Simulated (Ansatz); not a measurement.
**NbTe in Ansatz: the effect of functional**

Crystal: NbTe.

```
Te Nb
1.0
     3.67812    0.00000    0.00000
    -1.83906    3.18535    0.00000
     0.00000    0.00000    3.66942
Te Nb
1 1
Cartesian
  1.8391 1.0618 0.0000
  0.0000 0.0000 1.8347
```

The cell comes from a database or a generator and needn't be the stable form of this composition.

The cell isn't the ideal one: volume scaled by 0.98.

Alike in all runs:

```yaml
Program: Ansatz 0.2.0
Task: single point
Potentials_or_basis: Ansatz PAW
k_mesh: 8 × 8 × 7
Occupations: fermi-dirac, width 0.05 eV
Spin: no spin polarisation
```

```tsv
functional	cutoff	pressure (GPa)
LDA	420 eV (not typed: the program's choice for these potentials)	-5.2
PBEsol	420 eV (not typed: the program's choice for these potentials)	-2.9
r2SCAN	500 eV (not typed: the program's choice for these potentials)	?
```

Question: What does the run with functional r2SCAN give?

Answer: Pressure 1.1 GPa.

Caveats: the PAW data sets come from PBE, with cores solved anew for the run's functional, which leaves a small shift of forces and pressure.
